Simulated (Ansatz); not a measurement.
# La3PdSe: the cost of one run

Method: DFT PBE, scalar-relativistic, plane waves, PAW, in Ansatz 0.2.0.

### 1 Starting point

The structure is cubic, space group Pm-3m (No. 221). The conventional cell has a = 5.088 Å, b = 5.088 Å, c = 5.088 Å, α = 90.00°, β = 90.00°, γ = 90.00°. Around La (site symmetry 4/mmm) lie 2 Pd at 2.54 Å and 8 La at 3.60 Å and 4 Se at 3.60 Å. Around Pd (site symmetry m-3m) lie 6 La at 2.54 Å. Se (site symmetry m-3m) is surrounded by 12 La at 3.60 Å.

Coordinates:

```cif
data_structure
_symmetry_space_group_name_H-M 'Pm-3m'
_symmetry_Int_Tables_number 221
_cell_length_a 5.0881
_cell_length_b 5.0881
_cell_length_c 5.0881
_cell_angle_alpha 90.000
_cell_angle_beta 90.000
_cell_angle_gamma 90.000
_cell_volume 131.73
loop_
_atom_site_label
_atom_site_type_symbol
_atom_site_symmetry_multiplicity
_atom_site_Wyckoff_symbol
_atom_site_fract_x
_atom_site_fract_y
_atom_site_fract_z
_atom_site_occupancy
La1 La 3 c 0.00000 0.50000 0.50000 1
Pd1 Pd 1 b 0.50000 0.50000 0.50000 1
Se1 Se 1 a 0.00000 0.00000 0.00000 1
```

A structure generator made this guess: species swapped into a database cell of Sc3TlB (Pm-3m, No. 221), with La on the Sc sites, Se on the Tl sites and Pd on the B sites. Its size is a rough estimate.

### 2 The guess as it stands, on a coarse mesh

input.yaml

```yaml
crystal:
  lattice:
    - [5.08814713, 0.0, 0.0]
    - [0.0, 5.08814713, 0.0]
    - [0.0, 0.0, 5.08814713]
  atoms:
    - { symbol: La, position: [0.0, 0.5, 0.5] }
    - { symbol: La, position: [0.5, 0.0, 0.5] }
    - { symbol: La, position: [0.5, 0.5, 0.0] }
    - { symbol: Pd, position: [0.5, 0.5, 0.5] }
    - { symbol: Se, position: [0.0, 0.0, 0.0] }
basis:
  ecutwfc: 420
kpoints:
  mp_grid: { grid: [4, 4, 4] }
hamiltonian:
  xc: pbe
scf:
  occupations: { method: gaussian, width: 0.1 }
  lower_state_search: "off"
output:
  forces: true
  stress: true
  eigenvalues: true
```

Run with:

```console
$ ansatz run input.yaml --threads 1 --pin off --max-ram 2048MiB --backend cpu --events-out ev --progress --plain --runs-dir out
```

**Question.** How long does this run take on 1 thread of Arm Neoverse V1, shared host, and how much memory does it need?

About 5.9 s, with a peak of 0.4 GiB.
